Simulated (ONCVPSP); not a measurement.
# W: generating and testing an ONCV potential

Do these settings give a usable potential? It is generated, then checked for transferability, scattering, ghosts and hardness.

Method: ONCVPSP 4.0.1.1 (patched build), PBE, scalar-relativistic.

### Step 1. Settings

Typed settings, in words:

| Item | Value |
| --- | --- |
| element | tungsten (W, Z = 74) |
| type | optimised norm-conserving Vanderbilt (ONCV) |
| frozen core | [Kr] 4d10 4f14 |
| valence charge | 14 |
| reference configuration | 5s2 5p6 5d4 6s2 |
| partial waves | 5s+6s: rc 1.95 bohr, ncon 4, nbas 8, qcut 7.4 1/bohr, 2 projectors; 5p: rc 1.15 bohr, ncon 4, nbas 7, qcut 7.5 1/bohr, 2 projectors, debl 0.7 Ha; 5d: rc 1.95 bohr, ncon 4, nbas 8, qcut 4.8 1/bohr, 2 projectors, debl 0.9 Ha |
| local potential | polynomial inside 1.00 bohr (lpopt 4, dvloc0 0 Ha) |
| core correction | not asked for |

The outer shells as boxes (Hund's rule for the drawing; the calculation is spin-unpolarised):

```
[Kr] core
4d [↑↓][↑↓][↑↓][↑↓][↑↓]
4f [↑↓][↑↓][↑↓][↑↓][↑↓][↑↓][↑↓]
5s [↑↓]
5p [↑↓][↑↓][↑↓]
5d [↑ ][↑ ][↑ ][↑ ][  ]
6s [↑↓]
```

The nodes and maxima of the atom's own shells, from an earlier all-electron run, set the scale for the radii.

All-electron outer shells of the reference configuration (PBE, scalar-relativistic, ld1.x):

```csv
shell,level (eV),outermost node (bohr),outermost maximum (bohr)
5s,-79.07,0.53,0.96
5p,-43.20,0.57,1.09
4f,-33.21,–,0.43
6s,-5.71,1.28,2.67
5d,-4.48,0.63,1.49
6p,-1.36,1.54,3.75
```

### Step 2. Generation

W.dat

```
# ATOM AND REFERENCE CONFIGURATION
# atsym  z   nc   nv     iexc    psfile
  W 74.00   10    4        4      upf
#
#   n    l    f
    1    0    2.00
    2    0    2.00
    2    1    6.00
    3    0    2.00
    3    1    6.00
    3    2   10.00
    4    0    2.00
    4    1    6.00
    4    2   10.00
    4    3   14.00
    5    0    2.00
    5    1    6.00
    5    2    4.00
    6    0    2.00
#
# PSEUDOPOTENTIAL AND OPTIMIZATION
# lmax
    2
#
#   l,   rc,      ep,       ncon, nbas, qcut
    0    1.95    0.00    4    8    7.40
    1    1.15    0.00    4    7    7.50
    2    1.95    0.00    4    8    4.80
#
# LOCAL POTENTIAL
# lloc, lpopt,  rc(5),   dvloc0
    4    4    1.00    0.00
#
# VANDERBILT-KLEINMAN-BYLANDER PROJECTORs
# l, nproj, debl
    0    2    0.80
    1    2    0.70
    2    2    0.90
#
# MODEL CORE CHARGE
# icmod, fcfact, rcfact
    0    0.00    0.00
#
# LOG DERIVATIVE ANALYSIS
# epsh1, epsh2, depsh
   -4.00    5.00    0.02
#
# OUTPUT GRID
# rlmax, drl
    6.00    0.01
#
# TEST CONFIGURATIONS
# ncnf
    4
# nvcnf
#   n    l    f
    4
    5    0    2.00
    5    1    6.00
    5    2    4.00
    6    0    1.00
#
    4
    5    0    2.00
    5    1    6.00
    5    2    4.00
    6    0    0.00
#
    4
    5    0    2.00
    5    1    6.00
    5    2    3.00
    6    0    0.00
#
    5
    5    0    2.00
    5    1    6.00
    5    2    4.00
    6    0    0.00
    6    1    2.00
#
```

Run with:

```
oncvpsp.x < W.dat > W.out
```

Q: Predict the outcome of this session. Wanted: cutoffs for 1 and 0.1 mHa per electron, occupied waves; bound ghosts; GHOST(+) flags; largest test error; largest phase difference near zero energy, channels read; projector energies reset by the program.

The runs gave:

| quantity | value |
| --- | --- |
| cutoffs for 1 and 0.1 mHa per electron, occupied waves | 45 Ha and 96 Ha |
| bound ghosts | d at -608.60 eV |
| GHOST(+) flags | s at 110 eV, d at 805 eV |
| largest test error (AE − PS) | -2.3 meV, for 5s2 5p6 5d4 6s1 |
| largest phase difference near zero energy, channels read | 0.001 rad |
| projector energies reset by the program | p: -1.588, 0.250 Ha |

A bound ghost (d) makes it unfit for use: electrons can fall into a state that the atom doesn't have. The worst unpolarised test, 5s2 5p6 5d4 6s1, is off by 2.3 meV on 8.9 eV; by total energies transferability rates as very good. Atomic tests can pass in spite of a ghost, since they solve only for the levels asked. By its cutoff, 45 Ha for the looser tolerance, it is hard. At the looser tolerance the 5p wave is the slowest; 5s needs 16 Ha. Near zero energy the phases of the channels with partial waves agree within 0.001 rad. The program also flags highly localised states, GHOST(+) (s, d). Note that the frozen 4f shell (-33 eV) lies higher than the valence 5s shell (-79 eV). All of this concerns the isolated atom, not yet a solid.
